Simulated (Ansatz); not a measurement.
# Ga2Os: further runs on the relaxed cell

Aim: for Ga2Os, measure the bulk modulus from energies at several volumes.

Method: DFT r2SCAN, scalar-relativistic, plane waves, PAW, in Ansatz 0.2.0.

1 further run of the same task is left out (set aside as unsound or not needed). Runs told in other sessions of the task aren't counted.

### Step 1. Starting point

It takes space group Fddd (No. 70, orthorhombic). Conventional cell: a = 4.718 Å, b = 8.257 Å, c = 8.705 Å, α = 90.00°, β = 90.00°, γ = 90.00°. Around Ga (site symmetry 2) lie 5 Os at 2.57 to 2.75 Å and 5 Ga at 2.57 to 2.76 Å. Around Os (site symmetry 222) lie 10 Ga at 2.57 to 2.75 Å.

Coordinates:

```cif
data_structure
_symmetry_space_group_name_H-M 'Fddd:1'
_symmetry_Int_Tables_number 70
_cell_length_a 4.7182
_cell_length_b 8.2570
_cell_length_c 8.7049
_cell_angle_alpha 90.000
_cell_angle_beta 90.000
_cell_angle_gamma 90.000
_cell_volume 339.12
loop_
_atom_site_label
_atom_site_type_symbol
_atom_site_symmetry_multiplicity
_atom_site_Wyckoff_symbol
_atom_site_fract_x
_atom_site_fract_y
_atom_site_fract_z
_atom_site_occupancy
Ga1 Ga 16 f 0.25000 0.58264 0.75000 1
Os1 Os 8 b 0.75000 0.75000 0.75000 1
```

It is the result of an earlier relaxation at this level (volume 14.13 Å³/atom; gap on the mesh: 0.94 eV).

### Step 2. Point at V/V0 = 0.97

input.yaml reads:

```yaml
crystal:
  lattice:
    - [0.0, 4.0867907582, 4.3084762895]
    - [2.3352557495, 0.0, 4.3084762895]
    - [2.3352557495, 4.0867907582, 0.0]
  atoms:
    - { symbol: Ga, position: [0.0826384465, 0.4173615535, 0.0826384465] }
    - { symbol: Ga, position: [0.4173615535, 0.0826384465, 0.4173615535] }
    - { symbol: Ga, position: [0.1673615535, 0.8326384465, 0.1673615535] }
    - { symbol: Ga, position: [0.8326384465, 0.1673615535, 0.8326384465] }
    - { symbol: Os, position: [0.75, 0.75, 0.75] }
    - { symbol: Os, position: [0.5, 0.5, 0.5] }
basis:
  ecutwfc: 500
kpoints:
  mp_grid: { grid: [8, 8, 8] }
hamiltonian:
  xc: r2scan
scf:
  occupations: { method: gaussian, width: 0.02 }
output:
  forces: true
  stress: true
  eigenvalues: true
relax:
  adjacent_minimum: "off"
  f_tol: 0.01
  max_steps: 30
  cell: { stress_tol: 0.1, fix: [volume] }
```

The run is started by

```sh
$ ansatz run input.yaml --threads 1 --pin off --max-ram 2560MiB --backend cpu --events-out ev --progress --plain --runs-dir out
```

### Step 3. Volume × 1.03

input.yaml, as its differences from that of step 2:

```diff
@@ -2,5 +2,5 @@
   lattice:
-    - [0.0, 4.0867907582, 4.3084762895]
-    - [2.3352557495, 0.0, 4.3084762895]
-    - [2.3352557495, 4.0867907582, 0.0]
+    - [0.0, 4.1693744376, 4.3955396715]
+    - [2.3824453473, 0.0, 4.3955396715]
+    - [2.3824453473, 4.1693744376, 0.0]
   atoms:
```

### Step 4. The cell scaled to 0.94 of its volume

input.yaml reads:

```yaml
crystal:
  lattice:
    - [0.0, 4.0281358134, 4.2807337029]
    - [2.3108638693, 0.0, 4.2807337029]
    - [2.3108638693, 4.0281358134, 0.0]
  atoms:
    - { symbol: Ga, position: [0.0830710259, 0.4169289741, 0.0830710259] }
    - { symbol: Ga, position: [0.4169289741, 0.0830710259, 0.4169289741] }
    - { symbol: Ga, position: [0.1669289741, 0.8330710259, 0.1669289741] }
    - { symbol: Ga, position: [0.8330710259, 0.1669289741, 0.8330710259] }
    - { symbol: Os, position: [0.75, 0.75, 0.75] }
    - { symbol: Os, position: [0.5, 0.5, 0.5] }
basis:
  ecutwfc: 500
kpoints:
  mp_grid: { grid: [8, 8, 8] }
hamiltonian:
  xc: r2scan
scf:
  occupations: { method: gaussian, width: 0.02 }
output:
  forces: true
  stress: true
  eigenvalues: true
  write_density: true
  write_potential: true
  elf: true
  volumetric_format: npy
relax:
  adjacent_minimum: "off"
  f_tol: 0.01
  max_steps: 30
  cell: { stress_tol: 0.1, fix: [volume] }
```

### Step 5. Point at V/V0 = 1.06

input.yaml reads:

```yaml
crystal:
  lattice:
    - [0.0, 4.2281355909, 4.4178672359]
    - [2.4055429988, 0.0, 4.4178672359]
    - [2.4055429988, 4.2281355909, 0.0]
  atoms:
    - { symbol: Ga, position: [0.0821806854, 0.4178193146, 0.0821806854] }
    - { symbol: Ga, position: [0.4178193146, 0.0821806854, 0.4178193146] }
    - { symbol: Ga, position: [0.1678193146, 0.8321806854, 0.1678193146] }
    - { symbol: Ga, position: [0.8321806854, 0.1678193146, 0.8321806854] }
    - { symbol: Os, position: [0.75, 0.75, 0.75] }
    - { symbol: Os, position: [0.5, 0.5, 0.5] }
basis:
  ecutwfc: 500
kpoints:
  mp_grid: { grid: [8, 8, 8] }
hamiltonian:
  xc: r2scan
scf:
  occupations: { method: gaussian, width: 0.02 }
output:
  forces: true
  stress: true
  eigenvalues: true
relax:
  adjacent_minimum: "off"
  f_tol: 0.01
  max_steps: 30
  cell: { stress_tol: 0.1, fix: [volume] }
```

### Step 6. Volume × 0.91

input.yaml reads:

```yaml
crystal:
  lattice:
    - [0.0, 3.9705307488, 4.2502621564]
    - [2.285840568, 0.0, 4.2502621564]
    - [2.285840568, 3.9705307488, 0.0]
  atoms:
    - { symbol: Ga, position: [0.0834787665, 0.4165212335, 0.0834787665] }
    - { symbol: Ga, position: [0.4165212335, 0.0834787665, 0.4165212335] }
    - { symbol: Ga, position: [0.1665212335, 0.8334787665, 0.1665212335] }
    - { symbol: Ga, position: [0.8334787665, 0.1665212335, 0.8334787665] }
    - { symbol: Os, position: [0.75, 0.75, 0.75] }
    - { symbol: Os, position: [0.5, 0.5, 0.5] }
basis:
  ecutwfc: 500
kpoints:
  mp_grid: { grid: [8, 8, 8] }
hamiltonian:
  xc: r2scan
scf:
  occupations: { method: gaussian, width: 0.02 }
output:
  forces: true
  stress: true
  eigenvalues: true
  write_density: true
  write_potential: true
  elf: true
  volumetric_format: npy
relax:
  adjacent_minimum: "off"
  f_tol: 0.01
  max_steps: 30
  cell: { stress_tol: 0.1, fix: [volume] }
```

### Step 7. The cell scaled to 1.10 of its volume

input.yaml reads:

```yaml
crystal:
  lattice:
    - [0.0, 4.3015630028, 4.4492161312]
    - [2.4364175517, 0.0, 4.4492161312]
    - [2.4364175517, 4.3015630028, 0.0]
  atoms:
    - { symbol: Ga, position: [0.0816639595, 0.4183360405, 0.0816639595] }
    - { symbol: Ga, position: [0.4183360405, 0.0816639595, 0.4183360405] }
    - { symbol: Ga, position: [0.1683360405, 0.8316639595, 0.1683360405] }
    - { symbol: Ga, position: [0.8316639595, 0.1683360405, 0.8316639595] }
    - { symbol: Os, position: [0.75, 0.75, 0.75] }
    - { symbol: Os, position: [0.5, 0.5, 0.5] }
basis:
  ecutwfc: 500
kpoints:
  mp_grid: { grid: [8, 8, 8] }
hamiltonian:
  xc: r2scan
scf:
  occupations: { method: gaussian, width: 0.02 }
output:
  forces: true
  stress: true
  eigenvalues: true
relax:
  adjacent_minimum: "off"
  f_tol: 0.01
  max_steps: 30
  cell: { stress_tol: 0.1, fix: [volume] }
```

### Step 8. Volume × 0.88

input.yaml reads:

```yaml
crystal:
  lattice:
    - [0.0, 3.9128500728, 4.2152838192]
    - [2.2616816208, 0.0, 4.2152838192]
    - [2.2616816208, 3.9128500728, 0.0]
  atoms:
    - { symbol: Ga, position: [0.0838374802, 0.4161625198, 0.0838374802] }
    - { symbol: Ga, position: [0.4161625198, 0.0838374802, 0.4161625198] }
    - { symbol: Ga, position: [0.1661625198, 0.8338374802, 0.1661625198] }
    - { symbol: Ga, position: [0.8338374802, 0.1661625198, 0.8338374802] }
    - { symbol: Os, position: [0.75, 0.75, 0.75] }
    - { symbol: Os, position: [0.5, 0.5, 0.5] }
basis:
  ecutwfc: 500
kpoints:
  mp_grid: { grid: [8, 8, 8] }
hamiltonian:
  xc: r2scan
scf:
  occupations: { method: gaussian, width: 0.02 }
output:
  forces: true
  stress: true
  eigenvalues: true
relax:
  adjacent_minimum: "off"
  f_tol: 0.01
  max_steps: 30
  cell: { stress_tol: 0.1, fix: [volume] }
```

(Steps that only read results are left out.)

Q: Predict the outcome of this session. Wanted: equilibrium volume of the fit; bulk modulus.

As calculated:

| quantity | value |
| --- | --- |
| equilibrium volume of the fit | 14.13 Å³/atom |
| bulk modulus | 196 GPa |
| its pressure derivative | 5.0 |

In words: The fit puts the minimum at 14.13 Å³/atom with B = 196 GPa and B' = 5.0. The gap on the mesh goes from 1.04 eV at the smallest volume to 0.86 eV at the largest. Spin-orbit coupling is left out, which matters for the bands of Os.
